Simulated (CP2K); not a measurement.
# GaGe3 (Fm-3m) in CP2K: a series of runs

Runs on GaGe3. Level: LDA. Tasks: single point, equation of state.

All numbers are computed with CP2K 2026.2; they aren't measurements. Logs are shortened: lines on timing, memory, paths and dates and some standing lists are left out, and cuts for length are marked.

**1. Starting point**

Symmetry: Fm-3m, No. 225, cubic system. The conventional cell has a = 6.774 Å, b = 6.774 Å, c = 6.774 Å, α = 90.00°, β = 90.00°, γ = 90.00°. Around Ge (site symmetry m-3m) lie 8 Ge at 2.93 Å. Around Ge (site symmetry -43m) lie 4 Ge at 2.93 Å and 4 Ga at 2.93 Å. Ga (site symmetry m-3m) has 8 Ge at 2.93 Å as nearest neighbours.

The cell comes from a database or a generator and needn't be the stable form of this composition.

**2. Single point, LDA, 19.43 Å³/atom**

Input file gage3_eos.inp:

```
&GLOBAL
  PROJECT gage3_eos
  RUN_TYPE ENERGY_FORCE
  PRINT_LEVEL LOW
&END GLOBAL
&FORCE_EVAL
  METHOD QS
  STRESS_TENSOR ANALYTICAL
  &DFT
    BASIS_SET_FILE_NAME BASIS_MOLOPT_UZH
    POTENTIAL_FILE_NAME GTH_POTENTIALS
    &MGRID
      CUTOFF 450
      REL_CUTOFF 60
      NGRIDS 4
    &END MGRID
    &QS
      METHOD GPW
      EPS_DEFAULT 1.0E-10
    &END QS
    &KPOINTS
      SCHEME MONKHORST-PACK 7 7 7
      GAMMA_CENTERED T
      SYMMETRY T
      SYMMETRY_BACKEND SPGLIB
    &END KPOINTS
    &SCF
      SCF_GUESS ATOMIC
      EPS_SCF 1.0E-6
      MAX_SCF 100
      ADDED_MOS 14
      CHOLESKY OFF
      EPS_EIGVAL 1.0E-7
      &DIAGONALIZATION ON
        ALGORITHM STANDARD
      &END DIAGONALIZATION
      &MIXING ON
        METHOD BROYDEN_MIXING
        ALPHA 0.4
        BETA 1.5
        NBUFFER 8
      &END MIXING
      &SMEAR ON
        METHOD FERMI_DIRAC
        ELECTRONIC_TEMPERATURE [K] 580.226
      &END SMEAR
    &END SCF
    &XC
      &XC_FUNCTIONAL
        &LDA_X
        &END LDA_X
        &LDA_C_PW
        &END LDA_C_PW
      &END XC_FUNCTIONAL
    &END XC
    &PRINT
      &KPOINTS ON
      &END KPOINTS
      &MULLIKEN ON
      &END MULLIKEN
      &MO ON
        ENERGIES T
        OCCUPATION_NUMBERS T
        &EACH
          QS_SCF 0
        &END EACH
        ADD_LAST NUMERIC
      &END MO
    &END PRINT
  &END DFT
  &SUBSYS
    &CELL
      ABC 4.7901775094 4.7901775094 4.7901775094
      ALPHA_BETA_GAMMA 59.9999999999 60.0000000003 60.0000000001
      PERIODIC XYZ
    &END CELL
    &COORD
      Ge  4.7901775094 2.7656102746 1.9555817793
      Ge  7.1852662641 4.1484154118 2.9333726689
      Ge  2.3950887547 1.3828051373 0.9777908896
      Ga  0.0000000000 0.0000000000 0.0000000000
    &END COORD
    &KIND Ge
      BASIS_SET TZVP-MOLOPT-PBE-GTH-q4
      POTENTIAL GTH-PADE-q4
    &END KIND
    &KIND Ga
      BASIS_SET TZVP-MOLOPT-PBE-GTH-q13
      POTENTIAL GTH-PADE-q13
    &END KIND
    &PRINT
      &ATOMIC_COORDINATES ON
      &END ATOMIC_COORDINATES
      &CELL ON
      &END CELL
    &END PRINT
  &END SUBSYS
  &PRINT
    &FORCES ON
    &END FORCES
    &STRESS_TENSOR ON
    &END STRESS_TENSOR
  &END PRINT
&END FORCE_EVAL
```

Potentials or basis: GTH_POTENTIALS Ge GTH-PADE-q4, Ga GTH-PADE-q13; TZVP-MOLOPT-PBE-GTH basis.

Started as:

```bash
$ OMP_NUM_THREADS=1 mpirun -n 3 cp2k.psmp -i gage3_eos.inp -o gage3_eos.out
```

gage3_eos.out:

```text

 CP2K| version string:                                       CP2K version 2026.2
 CP2K| Input file name                                             gage3_eos.inp

 GLOBAL| Force Environment number                                              1
 GLOBAL| Basis set file name                                    BASIS_MOLOPT_UZH
 GLOBAL| Potential file name                                      GTH_POTENTIALS
 GLOBAL| MM Potential file name                                     MM_POTENTIAL
 GLOBAL| Coordinate file name                                      __STD_INPUT__
 GLOBAL| Method name                                                        CP2K
 GLOBAL| Project name                                                  gage3_eos
 GLOBAL| Run type                                                   ENERGY_FORCE
 GLOBAL| FFT library                                                       FFTW3
 GLOBAL| Diagonalization library                                       ScaLAPACK
 GLOBAL| Cholesky decomposition library                                ScaLAPACK
 GLOBAL| DGEMM library                                                      BLAS
 GLOBAL| Direct generalized diagonalization requested                          F
 GLOBAL| Matrix multiplication library                                 ScaLAPACK
 GLOBAL| Global print level                                                  LOW
 GLOBAL| Total number of message passing processes                             3
 GLOBAL| Number of threads for this process                                    1
 GLOBAL| CPU model name                                                  UNKNOWN

 CELL| Volume [angstrom^3]:                                            77.721258
 CELL| Vector a [angstrom]:       4.790     0.000     0.000   |a| =     4.790178
 CELL| Vector b [angstrom]:       2.395     4.148     0.000   |b| =     4.790178
 CELL| Vector c [angstrom]:       2.395     1.383     3.911   |c| =     4.790178
 CELL| Angle (b,c), alpha [degree]:                                    60.000000
 CELL| Angle (a,c), beta  [degree]:                                    60.000000
 CELL| Angle (a,b), gamma [degree]:                                    60.000000
 CELL| Numerically orthorhombic:                                              NO
 CELL| Periodicity                                                           XYZ

 CELL_REF| Volume [angstrom^3]:                                        77.721258
 CELL_REF| Vector a [angstrom     4.790     0.000     0.000   |a| =     4.790178
 CELL_REF| Vector b [angstrom     2.395     4.148     0.000   |b| =     4.790178
 CELL_REF| Vector c [angstrom     2.395     1.383     3.911   |c| =     4.790178
 CELL_REF| Angle (b,c), alpha [degree]:                                60.000000
 CELL_REF| Angle (a,c), beta  [degree]:                                60.000000
 CELL_REF| Angle (a,b), gamma [degree]:                                60.000000
 CELL_REF| Numerically orthorhombic:                                          NO
 CELL_REF| Periodicity                                                       XYZ
[... 9 lines left out ...]
 TOTAL NUMBERS AND MAXIMUM NUMBERS

  Total number of            - Atomic kinds:                                   2
                             - Atoms:                                          4
                             - Shell sets:                                     4
                             - Shells:                                        31
                             - Primitive Cartesian functions:                 18
                             - Cartesian basis functions:                     94
                             - Spherical basis functions:                     85

  Maximum angular momentum of the orbital basis functions:                     3

 MODULE QUICKSTEP: ATOMIC COORDINATES IN ANGSTROM

   Atom Kind Element         X             Y             Z       Z(eff)     Mass
      1    1 Ge   32      4.790178      2.765610      1.955582   4.0000  72.6400
[... 31 lines left out ...]
  Core Hamiltonian energy:                                     34.47305057974228
  Hartree energy:                                              14.76356743342406
  Exchange-correlation energy:                                -13.33641575760207
  Electronic entropic energy:                                  -0.00036838567777
  Fermi energy:                                                 0.19949793688648

  Total energy:                                               -86.46917671217879
  Total energy (extrapolated to T->0):                        -86.46899251933991

 MO| EIGENVALUES AND OCCUPATION NUMBERS FOR K POINT 1
 MO|
 MO|  Index      Eigenvalue [a.u.]        Eigenvalue [eV]             Occupation
 MO|      1              -0.337733              -9.190176               2.000000
 MO|      2              -0.337198              -9.175614               2.000000
 MO|      3              -0.337198              -9.175614               2.000000
 MO|      4              -0.336438              -9.154945               2.000000
 MO|      5              -0.336438              -9.154945               2.000000
 MO|      6              -0.196169              -5.338043               2.000000
[... 19 lines left out ...]
 MO|     26               0.734736              19.993179               0.000000
 MO|     27               0.742528              20.205223               0.000000
 MO| Sum:                                                              26.000001
 MO| E(Fermi):            0.199498 a.u.          5.428615 eV
 MO| Band gap:            0.094473 a.u.          2.570744 eV

 MO| EIGENVALUES AND OCCUPATION NUMBERS FOR K POINT 2
 MO|
 MO|  Index      Eigenvalue [a.u.]        Eigenvalue [eV]             Occupation
 MO|      1              -0.337672              -9.188514               2.000000
 MO|      2              -0.337240              -9.176763               2.000000
 MO|      3              -0.337145              -9.174192               2.000000
 MO|      4              -0.336549              -9.157976               2.000000
 MO|      5              -0.336401              -9.153939               2.000000
 MO|      6              -0.202336              -5.505834               2.000000
[... 415 lines left out ...]
 MO|     26               0.736812              20.049675               0.000000
 MO|     27               0.836338              22.757924               0.000000
 MO| Sum:                                                              28.000000
 MO| E(Fermi):            0.199498 a.u.          5.428615 eV

 [... the levels of further k-points ...]

 !-----------------------------------------------------------------------------!
                     Mulliken Population Analysis

 #  Atom  Element  Kind  Atomic population                           Net charge
       1     Ge       1          4.078404                             -0.078404
       2     Ge       1          4.234679                             -0.234679
       3     Ge       1          4.234691                             -0.234691
       4     Ga       2         12.452226                              0.547774
 # Total charge                             25.000000                  0.000000

 !-----------------------------------------------------------------------------!

 ENERGY| Total FORCE_EVAL ( QS ) energy [hartree]            -86.469178566551321

 FORCES| Atomic forces [hartree/bohr]
 FORCES|   Atom     x               y               z               |f|
 FORCES|      1 -1.04346119E-09  8.33218361E-09 -1.72175281E-08   1.91561313E-08
 FORCES|      2 -3.38631335E-09 -8.08719338E-09 -8.59085514E-09   1.22748771E-08
 FORCES|      3  5.29252015E-09  2.28330138E-08  9.96005561E-09   2.54668412E-08
 FORCES|      4 -8.62740298E-10 -2.30779407E-08  1.58482540E-08   2.80089775E-08
 FORCES| Sum     5.31533289E-15  6.34165967E-14 -7.36327158E-14
 FORCES| Total atomic force                                       9.73226301E-14

 STRESS| Analytical stress tensor [bar]
 STRESS|                        x                   y                   z
 STRESS|      x       -5.35676185334E+04   2.27628279664E-01   1.17055820186E-01
 STRESS|      y        2.27628279664E-01  -5.35667625076E+04   1.12837780530E-02
 STRESS|      z        1.17055820186E-01   1.12837780530E-02  -5.35668661121E+04
 STRESS| 1/3 Trace                                            -5.35670823844E+04
 STRESS| Determinant                                          -1.53707117208E+14

 STRESS| Eigenvectors and eigenvalues of the analytical stress tensor [bar]
 STRESS|                        1                   2                   3
 STRESS| Eigenvalues  -5.35676902361E+04  -5.35668609599E+04  -5.35666959570E+04
 STRESS|      x           0.962868162035      0.068099142696      0.261242051178
 STRESS|      y          -0.234625814926     -0.267605094174      0.934525676770
 STRESS|      z          -0.133550101123      0.961119149916      0.241690608328
```

Wall time 16 s (3 MPI ranks of Arm Neoverse V2, shared host).

Results:

- Free energy: -2352.9460 eV
- Pressure: -5.4 GPa
- Band gap on the k mesh: none (metal or under the smearing width)
- Mulliken charges: Ge -0.08, -0.23; Ga +0.55 e

Caveat: Mulliken charges move with the basis; the basis of atomic orbitals isn't converged, which shifts pressures, moduli and gaps.

**3. Single point, LDA, 19.04 Å³/atom (volume scaled by 0.98)**

gage3_eos.inp: that of step 2 with these lines changed.

```diff
@@ -11,2 +11,3 @@
     POTENTIAL_FILE_NAME GTH_POTENTIALS
+    WFN_RESTART_FILE_NAME previous-RESTART.kp
     &MGRID
@@ -27,3 +28,3 @@
     &SCF
-      SCF_GUESS ATOMIC
+      SCF_GUESS RESTART
       EPS_SCF 1.0E-6
@@ -72,4 +73,4 @@
     &CELL
-      ABC 4.7901775094 4.7901775094 4.7901775094
-      ALPHA_BETA_GAMMA 59.9999999999 60.0000000003 60.0000000001
+      ABC 4.7580276984 4.7580276984 4.7580276984
+      ALPHA_BETA_GAMMA 59.9999999993 60.0000000001 59.9999999999
       PERIODIC XYZ
@@ -77,5 +78,5 @@
     &COORD
-      Ge  4.7901775094 2.7656102746 1.9555817793
-      Ge  7.1852662641 4.1484154118 2.9333726689
-      Ge  2.3950887547 1.3828051373 0.9777908896
+      Ge  4.7580276984 2.7470485725 1.9424566738
+      Ge  7.1370415476 4.1205728588 2.9136850108
+      Ge  2.3790138492 1.3735242862 0.9712283369
       Ga  0.0000000000 0.0000000000 0.0000000000
```

Potentials or basis: GTH_POTENTIALS Ge GTH-PADE-q4, Ga GTH-PADE-q13; TZVP-MOLOPT-PBE-GTH basis.

Started as:

```bash
$ OMP_NUM_THREADS=1 mpirun -n 3 cp2k.psmp -i gage3_eos.inp -o gage3_eos.out
```

Run time: 22 s. Hardware: 3 MPI ranks of Arm Neoverse V2, shared host.

The run converged. Its results:

```yaml
Free_energy: -2352.9929 eV
Pressure: -4.3 GPa
Band_gap_on_the_k_mesh: none (metal or under the smearing width)
Mulliken_charges: Ge -0.08, -0.24; Ga +0.57 e
```

Caveat: Mulliken charges move with the basis; the basis of atomic orbitals isn't converged, which shifts pressures, moduli and gaps.

**4. Single point, LDA, 19.82 Å³/atom (volume scaled by 1.02)**

gage3_eos.inp: that of step 3 with these lines changed.

```diff
@@ -73,4 +73,4 @@
     &CELL
-      ABC 4.7580276984 4.7580276984 4.7580276984
-      ALPHA_BETA_GAMMA 59.9999999993 60.0000000001 59.9999999999
+      ABC 4.8219014638 4.8219014638 4.8219014638
+      ALPHA_BETA_GAMMA 59.9999999999 60.0000000003 60.0000000000
       PERIODIC XYZ
@@ -78,5 +78,5 @@
     &COORD
-      Ge  4.7580276984 2.7470485725 1.9424566738
-      Ge  7.1370415476 4.1205728588 2.9136850108
-      Ge  2.3790138492 1.3735242862 0.9712283369
+      Ge  4.8219014638 2.7839261082 1.9685330294
+      Ge  7.2328521957 4.1758891622 2.9527995441
+      Ge  2.4109507319 1.3919630541 0.9842665147
       Ga  0.0000000000 0.0000000000 0.0000000000
```

Started as:

```bash
$ OMP_NUM_THREADS=1 mpirun -n 3 cp2k.psmp -i gage3_eos.inp -o gage3_eos.out
```

Run time: 14 s. Hardware: 3 MPI ranks of Arm Neoverse V2, shared host.

The run converged. Its results:

* Free energy: -2352.8894 eV
* Pressure: -6.3 GPa
* Band gap on the k mesh: none (metal or under the smearing width)
* Mulliken charges: Ge -0.08, -0.23; Ga +0.53 e

Caveat: Mulliken charges move with the basis; the basis of atomic orbitals isn't converged, which shifts pressures, moduli and gaps.

**5. Single point, LDA, 18.65 Å³/atom (volume scaled by 0.96)**

gage3_eos.inp: that of step 4 with these lines changed.

```diff
@@ -73,4 +73,4 @@
     &CELL
-      ABC 4.8219014638 4.8219014638 4.8219014638
-      ALPHA_BETA_GAMMA 59.9999999999 60.0000000003 60.0000000000
+      ABC 4.7254374447 4.7254374448 4.7254374448
+      ALPHA_BETA_GAMMA 60.0000000002 60.0000000002 60.0000000001
       PERIODIC XYZ
@@ -78,5 +78,5 @@
     &COORD
-      Ge  4.8219014638 2.7839261082 1.9685330294
-      Ge  7.2328521957 4.1758891622 2.9527995441
-      Ge  2.4109507319 1.3919630541 0.9842665147
+      Ge  4.7254374447 2.7282325808 1.9291517585
+      Ge  7.0881561671 4.0923488712 2.8937276378
+      Ge  2.3627187224 1.3641162904 0.9645758793
       Ga  0.0000000000 0.0000000000 0.0000000000
```

Started as:

```bash
$ OMP_NUM_THREADS=1 mpirun -n 3 cp2k.psmp -i gage3_eos.inp -o gage3_eos.out
```

Wall time 24 s (3 MPI ranks of Arm Neoverse V2, shared host).

It converged, with:

```
Free energy            : -2353.0286 eV
Pressure               : -3.1 GPa
Band gap on the k mesh : none (metal or under the smearing width)
Mulliken charges       : Ge -0.08, -0.25; Ga +0.59 e
```

Caveat: Mulliken charges move with the basis; the basis of atomic orbitals isn't converged, which shifts pressures, moduli and gaps.

**6. Single point, LDA, 20.21 Å³/atom (volume scaled by 1.04)**

gage3_eos.inp: that of step 5 with these lines changed.

```diff
@@ -73,4 +73,4 @@
     &CELL
-      ABC 4.7254374447 4.7254374448 4.7254374448
-      ALPHA_BETA_GAMMA 60.0000000002 60.0000000002 60.0000000001
+      ABC 4.8532133896 4.8532133896 4.8532133897
+      ALPHA_BETA_GAMMA 60.0000000001 60.0000000005 60.0000000001
       PERIODIC XYZ
@@ -78,5 +78,5 @@
     &COORD
-      Ge  4.7254374447 2.7282325808 1.9291517585
-      Ge  7.0881561671 4.0923488712 2.8937276378
-      Ge  2.3627187224 1.3641162904 0.9645758793
+      Ge  4.8532133896 2.8020040569 1.9813160696
+      Ge  7.2798200844 4.2030060854 2.9719741044
+      Ge  2.4266066948 1.4010020285 0.9906580348
       Ga  0.0000000000 0.0000000000 0.0000000000
```

Potentials or basis: GTH_POTENTIALS Ge GTH-PADE-q4, Ga GTH-PADE-q13; TZVP-MOLOPT-PBE-GTH basis.

Started as:

```bash
$ OMP_NUM_THREADS=1 mpirun -n 3 cp2k.psmp -i gage3_eos.inp -o gage3_eos.out
```

Run time: 21 s. Hardware: 3 MPI ranks of Arm Neoverse V2, shared host.

Results (log left out):

| Item | Value |
| --- | --- |
| Free energy | -2352.8241 eV |
| Pressure | -7.1 GPa |
| Band gap on the k mesh | none (metal or under the smearing width) |
| Mulliken charges | Ge -0.08, -0.22; Ga +0.52 e |

Caveat: Mulliken charges move with the basis; the basis of atomic orbitals isn't converged, which shifts pressures, moduli and gaps.

**7. Single point, LDA, 18.26 Å³/atom (volume scaled by 0.94)**

gage3_eos.inp: that of step 6 with these lines changed.

```diff
@@ -73,4 +73,4 @@
     &CELL
-      ABC 4.8532133896 4.8532133896 4.8532133897
-      ALPHA_BETA_GAMMA 60.0000000001 60.0000000005 60.0000000001
+      ABC 4.6923913465 4.6923913465 4.6923913465
+      ALPHA_BETA_GAMMA 59.9999999997 60.0000000007 60.0000000007
       PERIODIC XYZ
@@ -78,5 +78,5 @@
     &COORD
-      Ge  4.8532133896 2.8020040569 1.9813160696
-      Ge  7.2798200844 4.2030060854 2.9719741044
-      Ge  2.4266066948 1.4010020285 0.9906580348
+      Ge  4.6923913465 2.7091534071 1.9156607454
+      Ge  7.0385870197 4.0637301106 2.8734911181
+      Ge  2.3461956732 1.3545767036 0.9578303727
       Ga  0.0000000000 0.0000000000 0.0000000000
```

Started as:

```bash
$ OMP_NUM_THREADS=1 mpirun -n 3 cp2k.psmp -i gage3_eos.inp -o gage3_eos.out
```

Wall time 22 s (3 MPI ranks of Arm Neoverse V2, shared host).

The run converged. Its results:

```yaml
Free_energy: -2353.0517 eV
Pressure: -1.7 GPa
Band_gap_on_the_k_mesh: none (metal or under the smearing width)
Mulliken_charges: Ge -0.08, -0.26; Ga +0.61 e
```

Caveat: Mulliken charges move with the basis; the basis of atomic orbitals isn't converged, which shifts pressures, moduli and gaps.

**8. Single point, LDA, 20.60 Å³/atom (volume scaled by 1.06)**

gage3_eos.inp: that of step 7 with these lines changed.

```diff
@@ -73,4 +73,4 @@
     &CELL
-      ABC 4.6923913465 4.6923913465 4.6923913465
-      ALPHA_BETA_GAMMA 59.9999999997 60.0000000007 60.0000000007
+      ABC 4.8841264103 4.8841264103 4.8841264103
+      ALPHA_BETA_GAMMA 59.9999999999 60.0000000004 60.0000000004
       PERIODIC XYZ
@@ -78,5 +78,5 @@
     &COORD
-      Ge  4.6923913465 2.7091534071 1.9156607454
-      Ge  7.0385870197 4.0637301106 2.8734911181
-      Ge  2.3461956732 1.3545767036 0.9578303727
+      Ge  4.8841264103 2.8198516977 1.9939362574
+      Ge  7.3261896154 4.2297775466 2.9909043861
+      Ge  2.4420632051 1.4099258489 0.9969681287
       Ga  0.0000000000 0.0000000000 0.0000000000
```

Started as:

```bash
$ OMP_NUM_THREADS=1 mpirun -n 3 cp2k.psmp -i gage3_eos.inp -o gage3_eos.out
```

It took 21 s on 3 MPI ranks of Arm Neoverse V2, shared host.

Results (log left out):

* Free energy: -2352.7512 eV
* Pressure: -7.9 GPa
* Band gap on the k mesh: none (metal or under the smearing width)
* Mulliken charges: Ge -0.08, -0.21; Ga +0.50 e

Caveat: Mulliken charges move with the basis; the basis of atomic orbitals isn't converged, which shifts pressures, moduli and gaps.

**9. Equation of state, LDA**

Potentials or basis: GTH_POTENTIALS Ge GTH-PADE-q4, Ga GTH-PADE-q13; TZVP-MOLOPT-PBE-GTH basis.

No new run: the results of the series are fitted here.

Results:

```yaml
Equilibrium_volume: "17.85 Å³/atom (rough: see the caveat)"
Bulk_modulus: 78 GPa (rough)
```

Energy against volume, from the lowest point:
| volume (Å³/atom) | energy (meV/atom) |
| --- | --- |
| 18.264 | 0.00 |
| 18.653 | 5.76 |
| 19.042 | 14.71 |
| 19.430 | 26.42 |
| 19.819 | 40.59 |
| 20.208 | 56.91 |
| 20.596 | 75.13 |

Caveat: the minimum lies outside the volumes run; the basis of atomic orbitals isn't converged, which shifts pressures, moduli and gaps.
